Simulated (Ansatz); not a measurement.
# GaF: single point with PBE

The system is GaF.

```
CELL_PARAMETERS angstrom
3.16592 0.00000 0.00000
0.00000 3.16592 0.00000
0.00000 0.00000 3.16592
ATOMIC_POSITIONS crystal
Ga 0.00000 0.00000 0.00000
F 0.50000 0.50000 0.50000
```

The cell was built by a generator and needn't be a form met in nature.

* Program: Ansatz 0.2.0
* Task: single point
* Functional: PBE
* Potentials or basis: Ansatz PAW
* Cutoff: 420 eV (not typed: the program's choice for these potentials)
* k mesh: 8 × 8 × 8
* Occupations: gaussian, width 0.011 eV
* Spin: no spin polarisation

```yaml
Pressure: 0.1 GPa
Band_gap_on_the_k_mesh: 0.34 eV, indirect (least direct gap 1.13 eV)
```

Levels at points of the mesh, in eV from the valence-band top:
```tsv
k point	band 7	band 8	band 9	band 10	band 11	band 12	band 13	band 14
(0.00, 0.00, 0.00)	-6.08	-3.45	-3.45	-3.45	8.32	8.32	8.32	9.75
(0.00, 0.00, -0.50)	-6.83	-3.18	-3.18	-0.79	0.34	8.46	8.46	12.49
(0.00, -0.50, -0.50)	-4.87	-4.87	-3.09	-2.64	3.44	3.44	9.14	10.34
(-0.50, -0.50, -0.50)	-4.01	-4.01	-4.01	0.00	2.34	2.34	2.34	11.91
```

It took 0.58 s on 2 threads of Arm Neoverse V2 (shared host), peak memory 0.28 GiB.

Caveat: the pressure holds a Pulay correction of +0.4 GPa for the finite cutoff. Expect the measured gap to be larger: semilocal functionals such as PBE lack the derivative discontinuity.
